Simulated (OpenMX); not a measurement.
Runs of OpenMX 3.8.5 on GaF. The structure is tetragonal, space group P4/mmm (No. 123). The conventional cell has a = 3.039 Å, b = 3.039 Å, c = 3.166 Å, α = 90.00°, β = 90.00°, γ = 90.00°. Ga (site symmetry 4/mmm) is surrounded by 8 F at 2.67 Å and 4 Ga at 3.04 Å. Around F (site symmetry 4/mmm) lie 8 Ga at 2.67 Å and 4 F at 3.04 Å. The cell was built by a generator and needn't be a form met in nature.

| spin | cell | k mesh | SCF threshold | pressure (GPa) |
| --- | --- | --- | --- | --- |
| off | P4/mmm, 14.62 Å³/atom | 7 × 7 × 7 | 1e-08 Ha | 5.1 |
| off | P4/mmm, 15.24 Å³/atom | 7 × 7 × 7 | 1e-08 Ha | (a) |
| off | P4/mmm, 16.51 Å³/atom | 7 × 7 × 7 | 1e-08 Ha | -1.1 |
| off | Pm-3m, 15.87 Å³/atom | 7 × 7 × 7 | 1e-08 Ha | 0.5 |

Alike in all rows: task band structure; level PBE; potentials or basis OpenMX 2013 PBE set, Ga7.0-s3p2d2, F6.0-s2p2d1, grid cutoff 500 Ry; smearing fermi-dirac 0.05 eV.

Fill in the values left out.

(a) 2.6.

Caveats: the basis has few d functions beyond the semicore shells, which can make volumes several per cent too large; the basis of atomic orbitals isn't converged, which shifts pressures, moduli and gaps.
